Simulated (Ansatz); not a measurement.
**ClH₂O₂Sn radical: small, medium and large basis sets**

The task here is to estimate one member of a computed series from the others.

Computed with Ansatz 0.2.0, Gaussian basis. Level: one geometry, several basis sets.

The runs, in order: PBE0-D4/def2-SVP; ωB97M-V/def2-SVP; PBE0-D4/def2-QZVPP; ωB97M-V/def2-QZVPP; the functionals' def2-TZVPP values are taken from earlier runs.

### The geometry

The geometry comes from an earlier relaxation with PBE0-D4 in a triple-zeta def2 set; it is a stationary point. Sn takes the def2 core potential; no spin-orbit term is included.

SMILES `[OH][Sn]([OH])[Cl]`, 6 atoms, charge 0, spin multiplicity 2.

Atoms are counted from 1 here; the program's logs count them from 0.

Bond lengths: O1–Sn2 1.969 Å, O1–H5 0.962 Å, Sn2–O3 1.961 Å, Sn2–Cl4 2.349 Å, O3–H6 0.964 Å. Angles: Sn2–O1–H5 114.3°, O1–Sn2–O3 101.9°, O1–Sn2–Cl4 109.1°, O3–Sn2–Cl4 108.0°, Sn2–O3–H6 110.7°.

As a file:

```
O    -0.4474    1.4005   -0.1583
Sn    0.3718   -0.3182   -0.6597
O     1.2565   -0.8479    1.0077
Cl   -1.3282   -1.8771   -1.1066
H    -1.1827    1.6664   -0.7185
H     1.3721   -0.0878    1.5892
```

The first run:

Input file in.yaml:

```yaml
crystal:
  periodic: [false, false, false]
  atoms:
    - {symbol: O, position_ang: [-0.447404, 1.400510, -0.158266]}
    - {symbol: Sn, position_ang: [0.371806, -0.318189, -0.659686]}
    - {symbol: O, position_ang: [1.256531, -0.847908, 1.007746]}
    - {symbol: Cl, position_ang: [-1.328157, -1.877091, -1.106581]}
    - {symbol: H, position_ang: [-1.182737, 1.666406, -0.718500]}
    - {symbol: H, position_ang: [1.372061, -0.087828, 1.589188]}
basis:
  gaussian: {orbitals: def2-SVP}
magnetization: {spin_polarized: true, initial_magnetization: 1}
hamiltonian: {xc: pbe0, dispersion: d4}
output: {orbitals: {seedname: orbitals}}
```

Command:

```console
ansatz run in.yaml --threads 4 --pin off --events-out ev --progress --plain --max-ram 10444MiB
```

Among the steps run: PBE0-D4 in def2-SVP; ωB97M-V in def2-SVP; PBE0-D4 in def2-QZVPP; ωB97M-V in def2-QZVPP.

One of the session's tables, all rows but one given; the rest of the session is left out.

It belongs to the step «Density functionals: the series». 

```
functional       basis  HOMO (eV)  LUMO (eV)
   PBE0-D4    def2-SVP      -6.98      -4.14
   PBE0-D4  def2-TZVPP      -7.20      -4.33
   PBE0-D4  def2-QZVPP      -7.24      -4.38
   ωB97M-V    def2-SVP      -9.01      -2.28
   ωB97M-V  def2-TZVPP      -9.27      -2.55
   ωB97M-V  def2-QZVPP          ?          ?
```

**Question.** Estimate the row for ωB97M-V, def2-QZVPP.

The run gave: HOMO (eV): -9.31; LUMO (eV): -2.63. In the column «HOMO (eV)» it is the lowest.
